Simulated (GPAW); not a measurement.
# AgAu3 (Pm-3m) in GPAW: further runs

One crystal, AgAu3, is run at these levels: PBEsol, LDA; tasks: band structure, equation of state.

Everything below comes from runs of GPAW 26.7.0. Logs are shortened: lines on timing, memory, paths and dates and some standing lists are left out, and cuts for length are marked. The log counts tension as positive stress, the text compression.

**1. The crystal as given**

It takes space group Pm-3m (No. 221, cubic). The conventional cell has a = 4.122 Å, b = 4.122 Å, c = 4.122 Å, α = 90.00°, β = 90.00°, γ = 90.00°. Au (site symmetry 4/mmm) has 8 Au at 2.91 Å and 4 Ag at 2.91 Å as nearest neighbours. Ag (site symmetry m-3m) has 12 Au at 2.91 Å as nearest neighbours.

The cell comes from a database or a generator and needn't be the stable form of this composition.

**2. Band structure, PBEsol**

run.py

```python
from ase import Atoms
from ase.dft.bandgap import bandgap
from ase.io import write
from ase.units import GPa
from gpaw import GPAW, PW, setup_paths

setup_paths.insert(0, '.')

atoms = Atoms(['Au', 'Au', 'Au', 'Ag'],
              cell=[[4.12163154, 0.0, 0.0],
                    [0.0, 4.12163154, 0.0],
                    [0.0, 0.0, 4.12163154]],
              scaled_positions=[[0.0, 0.0, 0.5],
                                [0.0, 0.5, 0.0],
                                [0.5, 0.0, 0.0],
                                [0.5, 0.5, 0.5]],
              pbc=True)

calc = GPAW(mode=PW(600),
            xc='PBEsol',
            kpts={'size': (7, 7, 7), 'gamma': True},
            occupations={'name': 'fermi-dirac', 'width': 0.05},
            nbands=46,
            convergence={'density': 1e-05, 'energy': 1e-05},
            maxiter=150,
            txt='gpaw.txt')
atoms.calc = calc
energy = atoms.get_potential_energy()
forces = atoms.get_forces()
stress = atoms.get_stress()
calc.write('gs.gpw')
write('result.traj', atoms)
print(f'Energy: {energy:.6f} eV')
print('Forces (eV/A):')
print(forces.round(4))
print('Stress (GPa):', (stress / GPa).round(3))
print('Fermi level:', round(calc.get_fermi_level(), 4), 'eV')
print(f'Gap: {bandgap(calc)[0]:.4f} eV, direct: {bandgap(calc, direct=True)[0]:.4f} eV')

path = atoms.cell.bandpath('GXMGRX,MR', npoints=80, eps=1e-4)
bs_calc = calc.fixed_density(kpts=path, symmetry='off', nbands=66,
                             convergence={'bands': 'CBM+6.0', 'eigenstates': 1e-6}, txt='bands.txt')
bs = bs_calc.band_structure()
bs.write('bs.json')
print(f'Gap on the path: {bandgap(bs_calc)[0]:.4f} eV')
```

Potentials or basis: PAW data sets generated in the run's folder for this functional, pw.

The run is started by

```console
gpaw-setup -f PBEsol Ag Au
OMP_NUM_THREADS=1 python run.py
```

gpaw.txt:

```text
__  _  _
 | _ |_)|_||  |
 |__||  | ||/\| - 26.7.0

Input parameters:
  mode=PW(ecut=600.0),
  convergence={'density': 1e-05, 'energy': 1e-05},
  kpts=MonkhorstPack(size=(7, 7, 7), gamma=True),
  maxiter=150,
  nbands=46,
  occupations=Occupations(name='fermi-dirac', width=0.05),
  xc=XC(name='PBEsol')

Diagonalizing LCAO Hamiltonian
Converting LCAO to pw mode
    .---------.
   /|         |
  / |         |
 *  |         |
 |  |  Ag     |
 |  .---------.
 AuAu        /
 |/         /
 *----Au---*

Atoms  # Å, Bohr magnetons
|   | symbol |        x |        y |        z |    initial magnetic moments |
|---|--------|----------|----------|----------|-----------------------------|
| 0 |     Au | 0.000000 | 0.000000 | 2.060816 | ( 0.0000,  0.0000,  0.0000) |
| 1 |     Au | 0.000000 | 2.060816 | 0.000000 | ( 0.0000,  0.0000,  0.0000) |
| 2 |     Au | 2.060816 | 0.000000 | 0.000000 | ( 0.0000,  0.0000,  0.0000) |
| 3 |     Ag | 2.060816 | 2.060816 | 2.060816 | ( 0.0000,  0.0000,  0.0000) |

Unit cell  # Å
| periodic |        x |        y |        z |  lengths |    angles |
|----------|----------|----------|----------|----------|-----------|
|      yes | 4.121632 | 0.000000 | 0.000000 | 4.121632 | 90.000000 |
|      yes | 0.000000 | 4.121632 | 0.000000 | 4.121632 | 90.000000 |
|      yes | 0.000000 | 0.000000 | 4.121632 | 4.121632 | 90.000000 |

Number of symmetries: 48
Symmetry operations  # r_c * U_cc + t_c -> r_c
|    | kind |            matrix            |
|----|------|------------------------------|
|  0 |  E   |  1, 0, 0,  0, 1, 0,  0, 0, 1 |
|  1 |  σ   |  1, 0, 0,  0, 1, 0,  0, 0,-1 |
|  2 |  σ   |  1, 0, 0,  0, 0, 1,  0, 1, 0 |
|  3 |  C4  |  1, 0, 0,  0, 0, 1,  0,-1, 0 |
|  4 |  C4  |  1, 0, 0,  0, 0,-1,  0, 1, 0 |
|  5 |  σ   |  1, 0, 0,  0, 0,-1,  0,-1, 0 |
|  6 |  σ   |  1, 0, 0,  0,-1, 0,  0, 0, 1 |
|  7 |  C2  |  1, 0, 0,  0,-1, 0,  0, 0,-1 |
|  8 |  σ   |  0, 1, 0,  1, 0, 0,  0, 0, 1 |
|  9 |  C2  |  0, 1, 0,  1, 0, 0,  0, 0,-1 |
| 10 |  C3  |  0, 1, 0,  0, 0, 1,  1, 0, 0 |
| 11 |  S6  |  0, 1, 0,  0, 0, 1, -1, 0, 0 |
| 12 |  S6  |  0, 1, 0,  0, 0,-1,  1, 0, 0 |
| 13 |  C3  |  0, 1, 0,  0, 0,-1, -1, 0, 0 |
| 14 |  C4  |  0, 1, 0, -1, 0, 0,  0, 0, 1 |
| 15 |  S4  |  0, 1, 0, -1, 0, 0,  0, 0,-1 |
| 16 |  C3  |  0, 0, 1,  1, 0, 0,  0, 1, 0 |
| 17 |  S6  |  0, 0, 1,  1, 0, 0,  0,-1, 0 |
| 18 |  σ   |  0, 0, 1,  0, 1, 0,  1, 0, 0 |
| 19 |  C4  |  0, 0, 1,  0, 1, 0, -1, 0, 0 |
| 20 |  C2  |  0, 0, 1,  0,-1, 0,  1, 0, 0 |
| 21 |  S4  |  0, 0, 1,  0,-1, 0, -1, 0, 0 |
| 22 |  S6  |  0, 0, 1, -1, 0, 0,  0, 1, 0 |
| 23 |  C3  |  0, 0, 1, -1, 0, 0,  0,-1, 0 |
| 24 |  S6  |  0, 0,-1,  1, 0, 0,  0, 1, 0 |
| 25 |  C3  |  0, 0,-1,  1, 0, 0,  0,-1, 0 |
| 26 |  C4  |  0, 0,-1,  0, 1, 0,  1, 0, 0 |
| 27 |  σ   |  0, 0,-1,  0, 1, 0, -1, 0, 0 |
| 28 |  S4  |  0, 0,-1,  0,-1, 0,  1, 0, 0 |
| 29 |  C2  |  0, 0,-1,  0,-1, 0, -1, 0, 0 |
| 30 |  C3  |  0, 0,-1, -1, 0, 0,  0, 1, 0 |
| 31 |  S6  |  0, 0,-1, -1, 0, 0,  0,-1, 0 |
| 32 |  C4  |  0,-1, 0,  1, 0, 0,  0, 0, 1 |
| 33 |  S4  |  0,-1, 0,  1, 0, 0,  0, 0,-1 |
| 34 |  S6  |  0,-1, 0,  0, 0, 1,  1, 0, 0 |
| 35 |  C3  |  0,-1, 0,  0, 0, 1, -1, 0, 0 |
| 36 |  C3  |  0,-1, 0,  0, 0,-1,  1, 0, 0 |
| 37 |  S6  |  0,-1, 0,  0, 0,-1, -1, 0, 0 |
| 38 |  σ   |  0,-1, 0, -1, 0, 0,  0, 0, 1 |
| 39 |  C2  |  0,-1, 0, -1, 0, 0,  0, 0,-1 |
| 40 |  σ   | -1, 0, 0,  0, 1, 0,  0, 0, 1 |
| 41 |  C2  | -1, 0, 0,  0, 1, 0,  0, 0,-1 |
| 42 |  C2  | -1, 0, 0,  0, 0, 1,  0, 1, 0 |
| 43 |  S4  | -1, 0, 0,  0, 0, 1,  0,-1, 0 |
| 44 |  S4  | -1, 0, 0,  0, 0,-1,  0, 1, 0 |
| 45 |  C2  | -1, 0, 0,  0, 0,-1,  0,-1, 0 |
| 46 |  C2  | -1, 0, 0,  0,-1, 0,  0, 0, 1 |
| 47 |  i   | -1, 0, 0,  0,-1, 0,  0, 0,-1 |

BZ-sampling:
  Number of BZ points: 343
  Number of IBZ points: 20

  Monkhorst-Pack size: [7, 7, 7]
  Monkhorst-Pack shift: [0, 0, 0]

K-points  # in reciprocal-cell coordinates
|     |                                coordinates |     weight |
|-----|--------------------------------------------|------------|
|   0 | (  0.00000000,   0.00000000,   0.00000000) | 0.00291545 |
|   1 | (  0.14285714,   0.00000000,   0.00000000) | 0.01749271 |
|   2 | (  0.14285714,   0.14285714,   0.00000000) | 0.03498542 |
|   3 | (  0.14285714,   0.14285714,   0.14285714) | 0.02332362 |
|   4 | (  0.28571429,   0.00000000,   0.00000000) | 0.01749271 |
|   5 | (  0.28571429,   0.14285714,   0.00000000) | 0.06997085 |
|   6 | (  0.28571429,   0.14285714,   0.14285714) | 0.06997085 |
|   7 | (  0.28571429,   0.28571429,   0.00000000) | 0.03498542 |
|   8 | (  0.28571429,   0.28571429,   0.14285714) | 0.06997085 |
|   9 | (  0.28571429,   0.28571429,   0.28571429) | 0.02332362 |
| ... |                                            |            |
|  19 | (  0.42857143,   0.42857143,   0.42857143) | 0.02332362 |

Plane wave coefficients: 2353
Cutoff: 600.0 eV

Spin-components: 1 (collinear spins)
Bands:           46
Projectors:      24
Spin-degeneracy: 2
Datatype:        complex128

Parallelization:
  kpt:    1
  domain: 1
  band:   1

Density:
  Valence electrons: 50.0
  Components: 1
  Grid points: [24 24 24]
  Charge: 0.0  # |e|

Potential:
  Grid points: [24 24 24]

species:
  Au:
    name:    Gold
    Z:       79.0
    valence: 11
    core:    68
    charge:  0.0  # [|e|]
    compensation charges:
      type: gauss
      rc: 0.42  # [Å]
      lmax: 2
    cutoffs:
      filter: 2.33  # [Å]
      core: 2.81  # [Å]
    projectors
    | kind |    occ | energy [eV] | rcut [Å] |
    |------|--------|-------------|----------|
    |   6s |  1.000 |      -5.766 |    1.323 |
    |   6p |  0.000 |      -0.708 |    1.323 |
    |   5d | 10.000 |      -6.915 |    1.323 |
    |    s |        |      21.446 |    1.323 |
    |    p |        |      26.504 |    1.323 |
    |    d |        |      20.296 |    1.323 |

    Using partial waves for Au as LCAO basis

  Ag:
    name:    Silver
    Z:       47.0
    valence: 17
    core:    30
    charge:  0.0  # [|e|]
    compensation charges:
      type: gauss
      rc: 0.40  # [Å]
      lmax: 2
    cutoffs:
      filter: 2.35  # [Å]
      core: 2.19  # [Å]
    projectors
    | kind |    occ | energy [eV] | rcut [Å] |
    |------|--------|-------------|----------|
    |   5s |  1.000 |      -4.417 |    1.286 |
    |   4p |  6.000 |     -58.524 |    1.328 |
    |   5p |  0.000 |      -0.670 |    1.328 |
    |   4d | 10.000 |      -7.455 |    1.180 |
    |    s |        |      22.795 |    1.286 |
    |    d |        |      19.756 |    1.180 |

    Using partial waves for Ag as LCAO basis

Reference energy: -1693895.934744  # eV

eigensolver:
  PPCG
  Converge bands: occupied
  niter=2

density mixing:
  MSR1-Mixer
  Pratt-step length: 0.05
  Maximum mixing coefficient: 0.75
  Old densities: 10
  SVD Regularization: 0.005
  Good broyden scale: 1.0
  Trust region scale: 1.0
  Backstep threshold: 4.0
  History deletion threshold: 6.0
  Fourier metric: weight=20.0, sigma=0.015

occupation numbers:
  Fermi-Dirac:
    width: 0.0500  # eV

poisson solver:
  ecut: 4800.0  # eV

xc functional:
  name: PBEsol with 2 nearest neighbor stencil

convergence criteria:
- Maximum integral of absolute [dens]ity change: 1e-05 electrons / valence electron
- Maximum [total energy] change in last 3 cyles: 1e-05 eV / valence electron
- Maximum integral of absolute [eigenst]ate change: 4e-08 eV^2 / valence electron
maximum number of iterations: 150

SCF iterations
|iter     | |      energy | eigst |  dens |
|---------|-|-------------|-------|-------|
|iter:   1| |  -16.337054 | -0.00 |       |
|iter:   2| |  -16.173757 | -2.13 | -1.15 |
|iter:   3| |  -15.842484 | -1.38 | -1.17 |
|iter:   4| |  -15.142892 | -2.37 | -1.32 |
|iter:   5| |  -15.104888 | -3.18 | -2.00 |
|iter:   6| |  -15.102300 | -4.42 | -2.47 |
|iter:   7| |  -15.102292 | -5.71 | -3.32 |
|iter:   8| |  -15.102291c| -6.58 | -3.81 |
|iter:   9| |  -15.102291c| -7.86c| -4.54 |
|iter:  10| |  -15.102291c| -8.44c| -5.12c|

Converged in 10 steps
Energy contributions relative to reference atoms: (reference = -1693895.934744)

Energy contributions:
  Kinetic:         -41.650361
  Coulomb:          34.189519
  Zero:              0.598639
  External:          0.000000
  Xc:               -8.232727
  Entropy:          -0.014721
  Spinorbit:         0.000000
  ----------------------------
  Free energy:     -15.109651
  Extrapolated:    -15.102291

dipole moment: (-28.268943, -28.268943, -28.268943)  # |e|*Ang

Fermi level: 8.759
Eigenvalues  # (at kpt = [0.000, 0.000, 0.000])
| band index |      eig [eV] | occ [0-2] |
|------------|---------------|-----------|
|          0 |       -46.278 |     2.000 |
|        ... |               |           |
|         16 |         6.620 |     2.000 |
|         17 |         6.768 |     2.000 |
|         18 |         6.768 |     2.000 |
|         19 |         6.768 |     2.000 |
|         20 |         6.911 |     2.000 |
|         21 |         7.259 |     2.000 |
[... 8 lines left out ...]
|         30 |        19.146 |     0.000 |
|         31 |        19.146 |     0.000 |
|        ... |               |           |
|         45 |        28.339 |     0.000 |

No gap
No difference between direct/indirect transitions

Forces  # eV/Ang
|       x |       y |        z |
|---------|---------|----------|
| 0.00000 | 0.00000 |  0.00000 |  # Au   0
| 0.00000 | 0.00000 |  0.00000 |  # Au   1
| 0.00000 | 0.00000 | -0.00000 |  # Au   2
| 0.00000 | 0.00000 |  0.00000 |  # Ag   3

Stress tensor  # eV/Ang^3
|        x |        y |        z |
|----------|----------|----------|
| 0.023018 | 0.000000 | 0.000000 |
| 0.000000 | 0.023018 | 0.000000 |
| 0.000000 | 0.000000 | 0.023018 |

# Writing to gs.gpw (mode='')
```

It took 4.3 min on 1 thread of Arm Neoverse N1, shared host; peak memory 0.48 GiB.

What came out:

```
Free energy             : -15.1097 eV
Pressure                : -3.7 GPa
Band gap along the path : none (metal or under the smearing width)
```

Levels at the corners of the path, in eV from the Fermi level:
| point | band 22 | band 23 | band 24 | band 25 | band 26 | band 27 | band 28 | band 29 |
| --- | --- | --- | --- | --- | --- | --- | --- | --- |
| Γ | -1.50 | -1.50 | -1.50 | 1.32 | 1.32 | 1.32 | 5.47 | 5.47 |
| X | -2.78 | -2.42 | -2.00 | -1.50 | 4.86 | 5.86 | 6.03 | 6.03 |
| M | -2.95 | -2.93 | -0.81 | -0.13 | -0.13 | 0.06 | 8.56 | 8.72 |
| Γ | -1.50 | -1.50 | -1.50 | 1.32 | 1.32 | 1.32 | 5.47 | 5.47 |
| R | -1.81 | -1.81 | -0.74 | -0.60 | -0.60 | -0.60 | 2.79 | 2.79 |
| X | -2.78 | -2.42 | -2.00 | -1.50 | 4.86 | 5.86 | 6.03 | 6.03 |
| M | -2.95 | -2.93 | -0.81 | -0.13 | -0.13 | 0.06 | 8.56 | 8.72 |
| R | -1.81 | -1.81 | -0.74 | -0.60 | -0.60 | -0.60 | 2.79 | 2.79 |

Caveat: with this Au data set, volumes or pressures lay over 1.5 % or 2 GPa off other programs in two to four cells of ten; spin-orbit coupling is left out, which moves the levels of the heavy elements.

(Part 1 of 2 ends here.)
